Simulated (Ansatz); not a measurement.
The system is HfIn4SiO6.

```
CELL_PARAMETERS angstrom
5.27743 0.00000 0.00000
-2.63872 4.57039 0.00000
0.00000 0.00000 10.55905
ATOMIC_POSITIONS crystal
Hf 0.00000 0.00000 0.00000
In 0.33333 0.66667 0.30446
In 0.33333 0.66667 0.69554
In 0.66667 0.33333 0.78919
In 0.66667 0.33333 0.21081
Si 0.33333 0.66667 0.00000
O 0.30634 0.37162 0.89972
O 0.62838 0.69366 0.10028
O 0.62838 0.93471 0.89972
O 0.06529 0.37162 0.10028
O 0.06529 0.69366 0.89972
O 0.30634 0.93471 0.10028
```

The cell was built by a generator and needn't be a form met in nature.

Base run:

```yaml
Program: Ansatz 0.2.0
Functional: PBE
Potentials_or_basis: Ansatz PAW
Cutoff: "420 eV (not typed: the program's choice for these potentials)"
k_mesh: 6 × 6 × 3
Occupations: fermi-dirac, width 0.05 eV
Spin: no spin polarisation
Hubbard_terms: Hf d U = 2 eV
```

Its results: band gap on the k mesh none (metal or under the smearing width); pressure 0.3 GPa; largest force 0.120 eV/Å.

The run is repeated on the same cell with these changes: hubbard terms from Hf d U = 2 eV to Hf d U = 6 eV. What comes out?

Band gap on the k mesh none (metal or under the smearing width); pressure 1.1 GPa; largest force 0.404 eV/Å.

Caveats: U without spin polarisation on a metal has little footing; the density of states is complete only up to the lowest level of the last band computed.
